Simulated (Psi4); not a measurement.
# CH2F3Si (SMILES [CH2][Si](F)(F)F) at 5 levels

Wanted: a comparison of 5 runs (UHF/STO-3G, UHF/3-21G, UB3LYP/6-31G*, U-wB97X-V/def2-SVP, UHSE06/def2-SVP) of CH2F3Si. 

Program for the calculation: Psi4 1.11.

## Step 1: The structure to begin with

CH2F3Si has 7 atoms, charge 0, and is taken as a doublet. As SMILES, `[CH2][Si](F)(F)F`. The C1–H7 distance was set to 1.409 Å, away from the relaxed value.

Bond lengths: C1–Si2 1.812 Å, Si2–F3 1.577 Å, Si2–F4 1.578 Å, Si2–F5 1.577 Å, C1–H6 1.084 Å. Angles: C1–Si2–F3 111.1°, C1–Si2–F4 112.7°, C1–Si2–F5 111.2°, F3–Si2–F4 106.8°, F3–Si2–F5 108.2°, F4–Si2–F5 106.7°, Si2–C1–H6 122.2°. A long bond or contact: C1–H7 1.409 Å.

## Step 2: The energy at UHF/STO-3G (run 1)

Contents of ch2f3si.py:

```python
import psi4

psi4.set_memory(2200000000)
psi4.set_num_threads(1)
psi4.set_output_file('output.dat', False)

geom = psi4.geometry("""
0 2
C     -0.785219     0.344281     0.457323
Si     0.349481    -0.318319    -0.789677
F     -0.084019     0.121081    -2.240377
F      0.401981    -1.895419    -0.787277
F      1.823481     0.183881    -0.542777
H     -1.824519     0.558781     0.236023
H     -0.380400     0.593100     1.784100
symmetry c1
no_reorient
no_com
""")

options = {'reference': 'uhf', 'puream': True, 'e_convergence': 1e-09, 'd_convergence': 1e-08, 'scf_type': 'pk', 'maxiter': 100}
psi4.set_options(options)

E, wfn = psi4.energy("hf/STO-3G", molecule=geom, return_wfn=True)
psi4.oeprop(wfn, "MAYER_INDICES", "QUADRUPOLE", "MULLIKEN_CHARGES", title="HF")
print(f'hf/STO-3G energy: {E:.10f} Eh')
for k, v in sorted(psi4.core.scalar_variables().items()):
    print(f'{k:45s} {v:18.10f}')
```

Run with:

```console
$ python ch2f3si.py
```

output.dat:

```text
[...]
  Running in c1 symmetry.
[...]
  Nuclear repulsion =  251.663441561091958
[...]
  Multiplicity = 2
[...]
  Nalpha       = 25
  Nbeta        = 24
[...]
    Number of basis functions: 31
[...]
   @UHF iter   1:  -618.13360561819900   -2.59095e+00   1.14548e-02 ADIIS/DIIS
[...]
   @UHF iter  14:  -618.25851371094882   -1.25056e-12   7.65574e-09 DIIS
[...]
   @S^2 Observed:                7.983109444E-01
[...]
  @UHF Final Energy:  -618.25851371094882
   => Energetics <=
    Nuclear Repulsion Energy =            251.6634415610919575
    One-Electron Energy =               -1368.2220053981673118
    Two-Electron Energy =                 498.3000501261265072
    Total Energy =                       -618.2585137109488187
  UHF NO Occupations:
  HONO-2 :   23  A 1.9966468
  HONO-1 :   24  A 1.9809185
[...]
 Multipole Moments:
 ------------------------------------------------------------------------------------
     Multipole            Electronic (a.u.)      Nuclear  (a.u.)        Total (a.u.)
 ------------------------------------------------------------------------------------
 L = 1.  Multiply by 2.5417464519 to convert [e a0] to [Debye]
 Dipole X            :        -32.9660097           32.5968081           -0.3692016
 Dipole Y            :         29.5905436          -29.3909331            0.1996105
 Dipole Z            :         72.9733534          -72.6132857            0.3600677
 Magnitude           :                                                    0.5529945
 L = 2.  Multiply by 1.3450342976 to convert [e a0^2] to [Debye ang]
 Quadrupole XX       :       -167.1517526          144.0084832          -23.1432694
 Quadrupole XY       :         29.7737375          -29.8388037           -0.0650662
[...]
  Mulliken Charges: (a.u.)
   Center  Symbol    Alpha    Beta     Spin     Total
       1     C     3.83682  2.46093  1.37589 -0.29775
       2    SI     6.31861  6.39798 -0.07937  1.28341
       3     F     4.67743  4.67544  0.00200 -0.35287
       4     F     4.68392  4.66927  0.01465 -0.35319
       5     F     4.67668  4.67691 -0.00023 -0.35359
       6     H     0.42552  0.52015 -0.09463  0.05433
       7     H     0.38101  0.59932 -0.21831  0.01966
   Total alpha = 25.00000, Total beta = 24.00000, Total charge = -0.00000
  Mayer Bond Indices:
[...]
```

Standard output:

```text
hf/STO-3G energy: -618.2585137109 Eh
CURRENT ENERGY                                   -618.2585137109
CURRENT REFERENCE ENERGY                         -618.2585137109
DD SOLVATION ENERGY                                 0.0000000000
HF KINETIC ENERGY                                 612.1978788972
HF POTENTIAL ENERGY                             -1230.4563926082
HF TOTAL ENERGY                                  -618.2585137109
HF VIRIAL RATIO                                     2.0098997971
NUCLEAR REPULSION ENERGY                          251.6634415611
ONE-ELECTRON ENERGY                             -1368.2220053982
PCM POLARIZATION ENERGY                             0.0000000000
PE ENERGY                                           0.0000000000
SCF ITERATION ENERGY                             -618.2585137109
SCF ITERATIONS                                     14.0000000000
SCF TOTAL ENERGY                                 -618.2585137109
TWO-ELECTRON ENERGY                               498.3000501261
```

Run time: 1.6 s. Hardware: 1 thread of Intel Xeon 6975P-C (Granite Rapids), shared host; peak memory 0.18 GiB.

## Step 3: Energy and gradient at UHF/3-21G (run 2)

Contents of job.inp:

```
memory 2200 MB

molecule {
  0 2
  C     -1.48384886     0.65059680     0.86421522
  Si     0.66042338    -0.60153573    -1.49227326
  F     -0.15877290     0.22880993    -4.23369895
  F      0.75963400    -3.58182280    -1.48773791
  F      3.44587968     0.34748473    -1.02569988
  H     -3.44784122     1.05594305     0.44601883
  H     -0.71885182     1.12079656     3.37146038
  units bohr
  symmetry c1
  no_reorient
  no_com
}

set basis 3-21G
set reference uhf
set puream true
set e_convergence 1e-09
set d_convergence 1e-08
set scf_type pk
set maxiter 100

e, wfn = gradient('hf', return_wfn=True)
oeprop(wfn, 'WIBERG_LOWDIN_INDICES', 'MAYER_INDICES', 'LOWDIN_CHARGES')
```

Run with:

```console
$ psi4 -n 1 job.inp job.out
```

job.out:

```text
[...]
  Running in c1 symmetry.
[...]
  Nuclear repulsion =  251.663441711136869
[...]
  Multiplicity = 2
[...]
  Nalpha       = 25
  Nbeta        = 24
[...]
    Number of basis functions: 53
[...]
   @UHF iter   1:  -622.97185173814967   -1.30799e+00   8.58396e-03 ADIIS/DIIS
[...]
   @UHF iter  15:  -623.05794827329032   -4.54747e-13   5.02565e-09 DIIS
[...]
   @S^2 Observed:                7.820166903E-01
[...]
  @UHF Final Energy:  -623.05794827329032
   => Energetics <=
    Nuclear Repulsion Energy =            251.6634417111368691
    One-Electron Energy =               -1367.7930765290816453
    Two-Electron Energy =                 493.0716865446544830
    Total Energy =                       -623.0579482732903216
  UHF NO Occupations:
  HONO-2 :   23  A 1.9977750
  HONO-1 :   24  A 1.9872764
[...]
 Multipole Moments:
 ------------------------------------------------------------------------------------
     Multipole            Electronic (a.u.)      Nuclear  (a.u.)        Total (a.u.)
 ------------------------------------------------------------------------------------
 L = 1.  Multiply by 2.5417464519 to convert [e a0] to [Debye]
 Dipole X            :        -33.3545911           32.5968081           -0.7577829
 Dipole Y            :         29.8139082          -29.3909331            0.4229752
 Dipole Z            :         73.4076415          -72.6132858            0.7943557
 Magnitude           :                                                    1.1764965
[...]
  -Total Gradient:
     Atom            X                  Y                   Z
    ------   -----------------  -----------------  -----------------
       1       -0.010723795350    -0.023697620832    -0.094329229007
       2        0.007766216136    -0.004912000949    -0.018330715984
       3        0.004517930650    -0.005804152036     0.022605349908
       4       -0.002268934004     0.022839947987     0.002410729456
       5       -0.022693420129    -0.006351210723    -0.000429371799
       6       -0.005798992862    -0.000297258530    -0.007774286789
       7        0.029200995558     0.018222295078     0.095847524213
[...]
```

Run time: 1.9 s. Hardware: 1 thread of Intel Xeon 6975P-C (Granite Rapids), shared host; peak memory 0.19 GiB.

Runs 3 to 4 aren't shown in full; the table further down has their settings and results.

## Step 4: Energy and gradient at UHSE06/def2-SVP (run 5)

Contents of input.json:

```json
{
 "schema_name": "qcschema_input",
 "schema_version": 1,
 "molecule": {
  "schema_name": "qcschema_molecule",
  "schema_version": 2,
  "symbols": ["C", "Si", "F", "F", "F", "H", "H"],
  "geometry": [-1.48384886, 0.6505968, 0.86421522, 0.66042338, -0.60153573, -1.49227326, -0.1587729, 0.22880993, -4.23369895, 0.759634, -3.5818228, -1.48773791, 3.44587968, 0.34748473, -1.02569988, -3.44784122, 1.05594305, 0.44601883, -0.71885182, 1.12079656, 3.37146038],
  "molecular_charge": 0,
  "molecular_multiplicity": 2,
  "fix_symmetry": "c1",
  "fix_com": true,
  "fix_orientation": true
 },
 "driver": "gradient",
 "model": {
  "method": "hse06",
  "basis": "def2-SVP"
 },
 "keywords": {
  "reference": "uks",
  "puream": true,
  "e_convergence": 1e-09,
  "d_convergence": 1e-08,
  "scf_type": "pk",
  "dft_radial_points": 99,
  "dft_spherical_points": 590,
  "maxiter": 100
 }
}
```

Run with:

```console
$ psi4 --qcschema input.json -n 1 --memory 2200MB
```

stdout:

```text
[...]
  Running in c1 symmetry.
[...]
  Nuclear repulsion =  251.663441711136869
[...]
  Multiplicity = 2
[...]
  Nalpha       = 25
  Nbeta        = 24
[...]
    Number of basis functions: 84
[...]
   @UKS iter   1:  -627.48590470228748   -4.78473e-01   7.78316e-03 ADIIS/DIIS
[...]
   @UKS iter  14:  -627.66210103195738   -9.09495e-13   5.58457e-09 DIIS
[...]
   @S^2 Observed:                7.561157396E-01
[...]
  @UKS Final Energy:  -627.66210103195738
   => Energetics <=
    Nuclear Repulsion Energy =            251.6634417111368691
    One-Electron Energy =               -1372.1915898991483118
    Two-Electron Energy =                 537.6365101255887566
    DFT Exchange-Correlation Energy =     -44.7704629695346270
    Empirical Dispersion Energy =           0.0000000000000000
    VV10 Nonlocal Energy =                  0.0000000000000000
    Total Energy =                       -627.6621010319573770
[...]
 Multipole Moments:
 ------------------------------------------------------------------------------------
     Multipole            Electronic (a.u.)      Nuclear  (a.u.)        Total (a.u.)
 ------------------------------------------------------------------------------------
 L = 1.  Multiply by 2.5417464519 to convert [e a0] to [Debye]
 Dipole X            :        -33.1829210           32.5968081           -0.5861129
 Dipole Y            :         29.7208449          -29.3909331            0.3299119
 Dipole Z            :         73.2423125          -72.6132858            0.6290268
 Magnitude           :                                                    0.9208935
[...]
  -Total Gradient:
     Atom            X                  Y                   Z
    ------   -----------------  -----------------  -----------------
       1       -0.030609671244    -0.015481007836    -0.087165069767
       2        0.008132429353    -0.006591861268    -0.016226480659
       3        0.006324041217    -0.006026924542     0.019000008305
       4       -0.000344853713     0.020737284094     0.000037441979
       5       -0.019370681466    -0.006534143634    -0.002810556444
       6        0.008027309413    -0.003006510856    -0.003257735653
       7        0.027811807328     0.017030194304     0.090373505015
[...]
```

The result, in JSON:

```text
{
 "driver": "gradient",
 "model": {
  "method": "hse06",
  "basis": "def2-SVP"
 },
 "success": true,
 "return_result": [-0.030609671243929083, -0.015481007835654441, -0.0871650697667349, 0.00813242935330357, -0.006591861268009078, -0.01622648065876864, 0.006324041217440193, -0.006026924542302747, 0.019000008305172206, -0.00034485371251563764, 0.02073728409397943, 3.744197908833692e-05, -0.019370681466245765, -0.006534143633661435, -0.0028105564437560307, 0.00802730941263094, -0.0030065108560102666, -0.0032577356525057694, 0.02781180732782395, 0.017030194303853302, 0.09037350501480741],
 "properties": {
  "calcinfo_nbasis": 84,
  "calcinfo_nmo": 84,
  "calcinfo_nalpha": 25,
  "calcinfo_nbeta": 24,
  "calcinfo_natom": 7,
  "nuclear_repulsion_energy": 251.66344171113687,
  "return_energy": -627.6621010319574,
  "return_gradient": [-0.030609671243929083, -0.015481007835654441, -0.0871650697667349, 0.00813242935330357, -0.006591861268009078, -0.01622648065876864, 0.006324041217440193, -0.006026924542302747, 0.019000008305172206, -0.00034485371251563764, 0.02073728409397943, 3.744197908833692e-05, -0.019370681466245765, -0.006534143633661435, -0.0028105564437560307, 0.00802730941263094, -0.0030065108560102666, -0.0032577356525057694, 0.02781180732782395, 0.017030194303853302, 0.09037350501480741],
  "scf_one_electron_energy": -1372.1915898991483,
  "scf_two_electron_energy": 537.6365101255888,
  "scf_xc_energy": -44.77046296953463,
  "scf_dipole_moment": [-0.5861128730335992, 0.3299118725979291, 0.6290267774480753],
  "scf_total_energy": -627.6621010319574,
  "scf_total_gradient": [-0.030609671243929083, -0.015481007835654441, -0.0871650697667349, 0.00813242935330357, -0.006591861268009078, -0.01622648065876864, 0.006324041217440193, -0.006026924542302747, 0.019000008305172206, -0.00034485371251563764, 0.02073728409397943, 3.744197908833692e-05, -0.019370681466245765, -0.006534143633661435, -0.0028105564437560307, 0.00802730941263094, -0.0030065108560102666, -0.0032577356525057694, 0.02781180732782395, 0.017030194303853302, 0.09037350501480741],
  "scf_iterations": 14
 }
}
```

Wall time 40 s (1 thread of Intel Xeon 6975P-C (Granite Rapids), shared host); peak memory 1 GiB.

## Step 5: All runs side by side

```
run                                level      task         integration grid  energy (Eh)  dipole moment (D)  HOMO energy (eV)  LUMO energy (eV)  wall time
  1                           UHF/STO-3G    energy                        –  -618.258514               1.41            -10.03              7.65      1.6 s
  2                            UHF/3-21G  gradient                        –  -623.057948               2.99            -12.33              1.71      1.9 s
  3  UB3LYP/6-31G* (spherical functions)    energy  99 radial × 590 angular  -628.419810               2.25             -7.54             -3.21       15 s
  4                   U-wB97X-V/def2-SVP    energy  99 radial × 590 angular  -627.908247               2.30            -10.43             -0.96       84 s
  5                      UHSE06/def2-SVP  gradient  99 radial × 590 angular  -627.662101               2.34             -7.74             -3.42       40 s
```

## Step 6: Outcome

| quantity | value |
| --- | --- |
| run 5: total energy | -627.66210 Eh |
| run 5: dipole moment | 2.34 D |
| run 5: HOMO energy (highest over α and β) | -7.74 eV |
| run 5: LUMO energy (lowest over α and β) | -3.42 eV |
| run 5: ⟨S²⟩ | 0.756 |
| run 5: largest force on an atom | 4.941 eV/Å |

**Reading.** The dipole moment (its size) runs from 1.41 D (UHF/STO-3G) to 2.99 D (UHF/3-21G). Totals of different functionals can't be ranked against each other. In run 1 the basis is minimal, so the values are rough. All runs together took 2.4 min, the longest 84 s.
